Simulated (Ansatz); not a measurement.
# LuAs (zincblende): equation of state and elastic constants

An exercise on one series of results from a longer session: the logs are not shown, and one member is left open.

Method: DFT PBEsol, scalar-relativistic, plane waves, PAW, in Ansatz 0.2.0.

### The starting structure

It takes space group F-43m (No. 216, cubic). The conventional cell has a = 6.264 Å, b = 6.264 Å, c = 6.264 Å, α = 90.00°, β = 90.00°, γ = 90.00°. Around Lu (site symmetry -43m) lie 4 As at 2.71 Å. As (site symmetry -43m) has 4 Lu at 2.71 Å as nearest neighbours.

Structure file:

```cif
data_structure
_symmetry_space_group_name_H-M 'P 1'
_symmetry_Int_Tables_number 1
_cell_length_a 4.4293
_cell_length_b 4.4293
_cell_length_c 4.4293
_cell_angle_alpha 60.000
_cell_angle_beta 60.000
_cell_angle_gamma 60.000
_cell_volume 61.45
loop_
_atom_site_label
_atom_site_type_symbol
_atom_site_fract_x
_atom_site_fract_y
_atom_site_fract_z
_atom_site_occupancy
Lu1 Lu 0.00000 0.00000 0.00000 1
As1 As 0.25000 0.25000 0.25000 1
```

This cell comes from an earlier session at PBEsol: 30.723 Å³/atom at 0.00 GPa, on a 8×8×8 mesh.

Volume factors to run: 0.980, 1.020, 0.960, 1.040.

The first run:

File input.yaml:

```yaml
crystal:
  lattice:
    - [0.0, 3.1109611412, 3.1109611412]
    - [3.1109611412, 0.0, 3.1109611412]
    - [3.1109611412, 3.1109611412, 0.0]
  atoms:
    - { symbol: Lu, position: [0.0, 0.0, 0.0] }
    - { symbol: As, position: [0.25, 0.25, 0.25] }
basis:
  ecutwfc: 420
  ecutrho_ratio: 4
kpoints:
  mp_grid: { grid: [8, 8, 8] }
hamiltonian:
  xc: pbesol
scf:
  occupations: { method: gaussian, width: 0.05 }
output:
  forces: true
  stress: true
  eigenvalues: true
```

Steps of the session up to this table: Volume × 0.980; Scaling the volume by 1.020; At 0.960 of the relaxed volume; Scaling the volume by 1.040.

One table of the session follows, with a row left open; its other results are not shown here.

It belongs to the step «Energy and pressure against volume». 

```
volume (Å³/atom)  energy (meV/atom)  pressure (GPa)  gap (eV)
          29.494               9.10            2.45      1.48
          30.108               2.20            1.17      1.51
          30.723               0.00            0.00      1.54
          31.337                  ?               ?         ?
          31.951               8.00           -2.02      1.59
```

Q: Estimate the row for volume (Å³/atom) = 31.337 from the others.

Worked estimate for «energy (meV/atom)». A straight line through the neighbours (30.723, 0.00) and (31.951, 8.00) gives 0.00 + (8.00 − 0.00) × (31.337 − 30.723) / (31.951 − 30.723) = 4.00; a parabola fitted to 3 rows on both sides gives 1.94.

**Answer.** energy (meV/atom): 2.07; pressure (GPa): -1.06; gap (eV): 1.57. In «energy (meV/atom)» the line misses by +1.93 and the parabola by -0.13.
